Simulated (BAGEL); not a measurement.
# ROHF/6-31G(d) (density fitting with qzvpp-jkfit, spherical functions) run of CH3BBr (SMILES C[B]Br)

Aim: the vertical doublet–quartet gap of CH3BBr at ROHF/6-31G* (density fitting with qzvpp-jkfit, spherical functions), from 2 runs. 

Program for the calculation: BAGEL 1.2.2.

5 further runs of the same task are left out: 3 that didn't finish, 2 set aside as unsound or not needed. Runs told in other sessions of the task aren't counted.

## 1. Starting point

CH3BBr has 6 atoms, charge 0, and is taken as a doublet. SMILES: `C[B]Br`. Geometry: relaxed at PBE0-D4/def2-TZVP.

Bond lengths: C1–B2 1.542 Å, B2–Br3 1.890 Å, C1–H4 1.099 Å, C1–H5 1.094 Å, C1–H6 1.092 Å. Angles: C1–B2–Br3 126.3°, B2–C1–H4 106.3°, B2–C1–H5 113.4°, B2–C1–H6 112.9°, H4–C1–H5 107.2°, H4–C1–H6 106.6°, H5–C1–H6 109.9°.

## 2. The energy at ROHF/6-31G(d) (density fitting with qzvpp-jkfit, spherical functions)

hf.json reads:

```json
{ "bagel": [

{
  "title": "molecule",
  "basis": "6-31gs.json",
  "df_basis": "qzvpp-jkfit",
  "angstrom": true,
  "geometry": [
    { "atom": "C", "xyz": [   -0.320400,    0.337300,   -0.311000 ] },
    { "atom": "B", "xyz": [    0.157600,   -1.056200,    0.144200 ] },
    { "atom": "Br", "xyz": [    1.616800,   -1.419300,    1.288500 ] },
    { "atom": "H", "xyz": [   -1.026400,    0.687700,    0.455600 ] },
    { "atom": "H", "xyz": [    0.485000,    1.076000,   -0.369800 ] },
    { "atom": "H", "xyz": [   -0.870300,    0.310400,   -1.253600 ] }
  ]
},
{
  "title": "rohf",
  "nopen": 1
},
{
  "title": "print",
  "file": "orbitals.molden",
  "orbitals": true
}

]}
```

The basis set 6-31G* is read from a file made from the Basis Set Exchange's data (not shown).

The run is started by

```sh
$ BAGEL_NUM_THREADS=1 BAGEL hf.json > hf.out
```

Output:

```text
* using 1 threads per process

  ===============================================================
  ===============================================================

  *** Geometry ***

  { "atom" : "C", "xyz" : [     -0.605468,      0.637405,     -0.587705 ] },
  { "atom" : "B", "xyz" : [      0.297821,     -1.995929,      0.272499 ] },
  { "atom" : "Br", "xyz" : [      3.055309,     -2.682088,      2.434912 ] },
  { "atom" : "H", "xyz" : [     -1.939615,      1.299565,      0.860959 ] },
  { "atom" : "H", "xyz" : [      0.916517,      2.033345,     -0.698821 ] },
  { "atom" : "H", "xyz" : [     -1.644629,      0.586571,     -2.368961 ] },

  Number of auxiliary basis functions:      470

  Since a DF basis is specified, we compute 2- and 3-index integrals:
    o Being stored without compression. Storage requirement is 0.016 GB

  Number of basis functions:       66
  Number of electrons      :       49

    * METHOD: MOLECULE                             0.24

  *** Open-shell HF ***

  === Nuclear Repulsion ===
   124.5696060748

      * DIIS with orbital gradients will be used.

  === ROHF iteration (6-31gs.json) ===
      0      -2636.29626621          0.02269261           0.12
      1      -2636.36205650          0.00882737           0.11
      2      -2636.37352591          0.00374963           0.11
      3      -2636.37603876          0.00141629           0.11
      4      -2636.37687550          0.00029482           0.11
      5      -2636.37703840          0.00011338           0.11
      6      -2636.37706317          0.00003730           0.11
      7      -2636.37706957          0.00001794           0.11
      8      -2636.37707113          0.00000826           0.11
      9      -2636.37707173          0.00000595           0.11
     10      -2636.37707174          0.00000394           0.11
     11      -2636.37707173          0.00000188           0.10
     12      -2636.37707163          0.00000079           0.10
     13      -2636.37707163          0.00000030           0.11
     14      -2636.37707164          0.00000015           0.11
     15      -2636.37707165          0.00000005           0.11
     16      -2636.37707166          0.00000003           0.11
     17      -2636.37707166          0.00000002           0.11
     18      -2636.37707166          0.00000001           0.11
     19      -2636.37707166          0.00000001           0.11
    * SCF iteration converged.

    * S^2 (ROHF) is 0.7500

    * Permanent dipole moment:
           (    0.388002,    -0.429518,     0.295936) a.u.

    * METHOD: ROHF                                 2.41

    * METHOD: PRINT                                0.01

  ===============================================================
```

Wall time 2.8 s (1 thread of Arm Neoverse V1, shared host); peak memory 0.098 GiB.

## 3. The quartet at the same level

calc.json reads:

```json
{ "bagel": [

{
  "title": "molecule",
  "basis": "6-31gs.json",
  "df_basis": "qzvpp-jkfit",
  "angstrom": true,
  "geometry": [
    { "atom": "C", "xyz": [   -0.320400,    0.337300,   -0.311000 ] },
    { "atom": "B", "xyz": [    0.157600,   -1.056200,    0.144200 ] },
    { "atom": "Br", "xyz": [    1.616800,   -1.419300,    1.288500 ] },
    { "atom": "H", "xyz": [   -1.026400,    0.687700,    0.455600 ] },
    { "atom": "H", "xyz": [    0.485000,    1.076000,   -0.369800 ] },
    { "atom": "H", "xyz": [   -0.870300,    0.310400,   -1.253600 ] }
  ]
},
{ "title": "rohf", "nopen": 3 },
{ "title": "print", "file": "orbitals.molden", "orbitals": true }

]}
```

The basis set 6-31G* is read from a file made from the Basis Set Exchange's data (not shown).

The run is started by

```sh
$ BAGEL_NUM_THREADS=1 BAGEL calc.json > calc.out
```

Output:

```text
* using 1 threads per process

  ===============================================================
  ===============================================================

  *** Geometry ***

  { "atom" : "C", "xyz" : [     -0.605468,      0.637405,     -0.587705 ] },
  { "atom" : "B", "xyz" : [      0.297821,     -1.995929,      0.272499 ] },
  { "atom" : "Br", "xyz" : [      3.055309,     -2.682088,      2.434912 ] },
  { "atom" : "H", "xyz" : [     -1.939615,      1.299565,      0.860959 ] },
  { "atom" : "H", "xyz" : [      0.916517,      2.033345,     -0.698821 ] },
  { "atom" : "H", "xyz" : [     -1.644629,      0.586571,     -2.368961 ] },

  Number of auxiliary basis functions:      470

  Since a DF basis is specified, we compute 2- and 3-index integrals:
    o Being stored without compression. Storage requirement is 0.016 GB

  Number of basis functions:       66
  Number of electrons      :       49

    * METHOD: MOLECULE                             0.23

  *** Open-shell HF ***

  === Nuclear Repulsion ===
   124.5696060748

      * DIIS with orbital gradients will be used.

  === ROHF iteration (6-31gs.json) ===
      0      -2636.06480761          0.02525527           0.12
      1      -2636.14483826          0.01119554           0.12
      2      -2636.16523118          0.00691090           0.12
      3      -2636.17217055          0.00229726           0.12
      4      -2636.17598645          0.00116940           0.11
      5      -2636.17739994          0.00090029           0.11
      6      -2636.17872983          0.00059746           0.11
      7      -2636.17936367          0.00041184           0.11
      8      -2636.17973903          0.00019828           0.11
      9      -2636.17982427          0.00009890           0.11
     10      -2636.17984444          0.00004473           0.11
     11      -2636.17984972          0.00002029           0.12
     12      -2636.17985132          0.00001186           0.12
     13      -2636.17985197          0.00000866           0.12
     14      -2636.17985208          0.00000798           0.22
     15      -2636.17985216          0.00000772           0.25
     16      -2636.17985231          0.00000751           0.15
     17      -2636.17985251          0.00000736           0.11
     18      -2636.17985279          0.00000724           0.12
     19      -2636.17985318          0.00000709           0.13
     20      -2636.17985395          0.00000682           0.12
     21      -2636.17985487          0.00000638           0.12
     22      -2636.17985640          0.00000653           0.13
     23      -2636.17985616          0.00000524           0.12
     24      -2636.17985786          0.00000843           0.12
     25      -2636.17985835          0.00000449           0.12
     26      -2636.17985894          0.00000480           0.12
     27      -2636.17985956          0.00000422           0.12
     28      -2636.17985993          0.00000290           0.12
     29      -2636.17986016          0.00000162           0.12
     30      -2636.17986019          0.00000069           0.13
     31      -2636.17986019          0.00000066           0.12
     32      -2636.17986020          0.00000104           0.12
     33      -2636.17986024          0.00000020           0.12
     34      -2636.17986023          0.00000030           0.11
     35      -2636.17986024          0.00000007           0.11
     36      -2636.17986023          0.00000004           0.11
     37      -2636.17986023          0.00000003           0.11
     38      -2636.17986023          0.00000004           0.12
     39      -2636.17986023          0.00000002           0.12
     40      -2636.17986023          0.00000001           0.12
     41      -2636.17986023          0.00000001           0.12
     42      -2636.17986023          0.00000001           0.12
     43      -2636.17986023          0.00000001           0.12
     44      -2636.17986023          0.00000001           0.12
    * SCF iteration converged.

    * S^2 (ROHF) is 3.7500

    * Permanent dipole moment:
           (   -1.010726,     0.149596,    -0.810096) a.u.

    * METHOD: ROHF                                 5.84

    * METHOD: PRINT                                0.01

  ===============================================================
```

Run time: 6.3 s. Hardware: 1 thread of Arm Neoverse V1, shared host; peak memory 0.098 GiB.

## 4. Outcome

At ROHF/6-31G* (density fitting with qzvpp-jkfit, spherical functions):

| quantity | value |
| --- | --- |
| doublet: total energy | -2636.37707 Eh |
| doublet: dipole moment | 1.65 D |
| doublet: ⟨S²⟩ | 0.750 |
| quartet: total energy | -2636.17986 Eh |
| quartet: dipole moment | 3.31 D |
| quartet: ⟨S²⟩ | 3.750 |
| vertical energy of the quartet above the doublet | 5.366 eV |

At this shape the quartet lies 5.37 eV (124 kcal/mol) above the doublet.
